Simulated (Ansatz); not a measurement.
# C2H5NSi: the cost of one run

Method: UKS revPBE/def2-SVP, in Ansatz 0.2.0.

### Step 1. The system as given

Bond lengths: C1–N2 1.278 Å, N2–Si3 1.790 Å, C1–C4 1.492 Å, Si3–C4 1.931 Å, C1–H5 1.084 Å, Si3–H6 1.454 Å, Si3–H7 1.454 Å, C4–H8 1.088 Å, C4–H9 1.088 Å. Angles (14 of 16 angles, heavy atoms first): C1–N2–Si3 93.4°, N2–C1–C4 109.9°, N2–Si3–C4 75.1°, C1–C4–Si3 81.6°, N2–C1–H5 122.7°, C4–C1–H5 127.4°, N2–Si3–H6 114.3°, N2–Si3–H7 114.3°, C4–Si3–H6 115.9°, C4–Si3–H7 115.9°, C1–C4–H8 113.4°, C1–C4–H9 113.3°, Si3–C4–H8 119.1°, Si3–C4–H9 118.9°.

As a file:

```xyz
9

C     0.2259   -0.9093   -0.7447
N     0.6423    0.1588   -1.3096
Si    0.1408    1.2035    0.0543
C    -0.3596   -0.5840    0.5881
H     0.3086   -1.8860   -1.2074
H    -0.9569    2.1054   -0.2548
H     1.2446    1.7994    0.7899
H    -1.4148   -0.8356    0.6686
H     0.1691   -1.0522    1.4156
```

### Step 2. Preparing the start

Input file input.yaml:

```yaml
crystal:
  periodic: [false, false, false]
  atoms:
    - { symbol: C, position_ang: [0.22592, -0.90934, -0.7447] }
    - { symbol: "N", position_ang: [0.64226, 0.15883, -1.30956] }
    - { symbol: Si, position_ang: [0.14082, 1.20355, 0.0543] }
    - { symbol: C, position_ang: [-0.35959, -0.58399, 0.58807] }
    - { symbol: H, position_ang: [0.3086, -1.88595, -1.20744] }
    - { symbol: H, position_ang: [-0.95692, 2.10538, -0.25478] }
    - { symbol: H, position_ang: [1.24458, 1.79937, 0.78987] }
    - { symbol: H, position_ang: [-1.41481, -0.83559, 0.6686] }
    - { symbol: H, position_ang: [0.16914, -1.05225, 1.41563] }
magnetization:
  spin_polarized: true
basis:
  gaussian: { orbitals: def2-SVP }
hamiltonian:
  xc: revpbe
relax:
  f_tol: 0.02
  max_steps: 40
```

Started as:

```
> ansatz run input.yaml --threads 2 --pin off --max-ram 3072MiB --backend cpu --events-out ev --progress --plain --runs-dir out
```

Q: Estimate wall time and peak memory on 2 threads of Arm Neoverse N1, shared host.

About 25 s, with a peak of 0.14 GiB.
